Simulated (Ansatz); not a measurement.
**BH5OSSi: up Jacob's ladder to CCSD(T)**

An exercise on one series of results from a longer session: the logs are not shown, and one member is left open.

Computed with Ansatz 0.2.0, Gaussian basis. Level: functionals in def2-TZVPP, the program's frozen cores in correlated methods.

Plan: LDA (SPW92), PBE-D4, revPBE-D4, BLYP-D4, r2SCAN-D4, B97M-V, PBE0-D4, B3LYP-D4, r2SCANh-D4, r2SCAN0-D4, HSE06-D4, BHLYP-D4, CAM-B3LYP-D4, LC-ωPBE, ωB97X-V, ωB97M-V, B2PLYP, PBE-QIDH; CCSD(T)/def2-SVP; CCSD(T)/def2-TZVPP; MP2/def2-QZVPP; extrapolation to the limit; RPA on PBE.

### Structure used throughout

An earlier PBE0-D4 in a triple-zeta def2 set relaxation fixed the geometry.

SMILES `OBS[SiH3]`, 9 atoms, charge 0, spin multiplicity 1.

Atoms are counted from 1 here; the program's logs count them from 0.

Bond lengths: O1–B2 1.345 Å, O1–H5 0.964 Å, B2–S3 1.826 Å, B2–H6 1.193 Å, S3–Si4 2.136 Å, Si4–H7 1.483 Å, Si4–H8 1.493 Å, Si4–H9 1.481 Å. Angles: B2–O1–H5 114.8°, O1–B2–S3 127.3°, O1–B2–H6 118.2°, S3–B2–H6 114.5°, B2–S3–Si4 104.8°, S3–Si4–H7 111.1°, S3–Si4–H8 110.4°, S3–Si4–H9 108.8°, H7–Si4–H8 108.1°, H7–Si4–H9 109.9°, H8–Si4–H9 108.5°.

The first run:

in.yaml reads:

```yaml
crystal:
  periodic: [false, false, false]
  atoms:
    - {symbol: O, position_ang: [0.187428, 0.922026, -1.698167]}
    - {symbol: B, position_ang: [0.689959, 1.454019, -0.569499]}
    - {symbol: S, position_ang: [0.586990, 0.766064, 1.119035]}
    - {symbol: Si, position_ang: [-0.400999, -1.113566, 0.884320]}
    - {symbol: H, position_ang: [-0.297393, 0.097837, -1.575055]}
    - {symbol: H, position_ang: [1.266663, 2.496076, -0.644925]}
    - {symbol: H, position_ang: [0.567663, -2.235269, 0.929397]}
    - {symbol: H, position_ang: [-1.110479, -1.167217, -0.428114]}
    - {symbol: H, position_ang: [-1.401232, -1.266171, 1.966110]}
basis:
  gaussian: {orbitals: def2-TZVPP}
hamiltonian: {xc: lda}
output: {orbitals: {seedname: orbitals}}
```

On the command line:

```bash
$ ansatz run in.yaml --threads 2 --pin off --events-out ev --progress --plain --max-ram 4352MiB
```

Steps of the session up to this table: LDA; PBE-D4 (GGA); revPBE-D4 (GGA); BLYP-D4 (GGA); r2SCAN-D4 (meta-GGA); B97M-V (meta-GGA); PBE0-D4 (hybrid); B3LYP-D4 (hybrid); r2SCANh-D4 (hybrid); r2SCAN0-D4 (hybrid); HSE06-D4 (hybrid); BHLYP-D4 (hybrid); CAM-B3LYP-D4 (range-separated); LC-ωPBE (range-separated); ωB97X-V (range-separated); ωB97M-V (range-separated); B2PLYP (double hybrid); PBE-QIDH (double hybrid).

One of the session's tables, all rows but one given; the rest of the session is left out.

It belongs to the step «Frontier levels by functional». 

| functional | HOMO (eV) | gap (eV) |
| --- | --- | --- |
| LDA (SPW92) | -6.82 | 5.29 |
| PBE-D4 | -6.71 | 5.42 |
| revPBE-D4 | -6.66 | 5.47 |
| BLYP-D4 | -6.53 | 5.41 |
| r2SCAN-D4 | -6.99 | 6.03 |
| B97M-V | -7.11 | 6.12 |
| PBE0-D4 | ? | ? |
| B3LYP-D4 | -7.64 | 7.12 |
| r2SCANh-D4 | -7.43 | 6.80 |
| r2SCAN0-D4 | -8.09 | 7.95 |
| HSE06-D4 | -7.50 | 6.79 |
| BHLYP-D4 | -8.93 | 9.65 |
| CAM-B3LYP-D4 | -9.17 | 9.96 |
| LC-ωPBE | -10.55 | 12.48 |
| ωB97X-V | -10.20 | 12.05 |
| ωB97M-V | -10.04 | 11.66 |

Q: Estimate the row for PBE0-D4 from the others.

**Answer.** HOMO (eV): -7.89; gap (eV): 7.57. In the column «HOMO (eV)» it lies between r2SCAN0-D4 (-8.09) and B3LYP-D4 (-7.64).
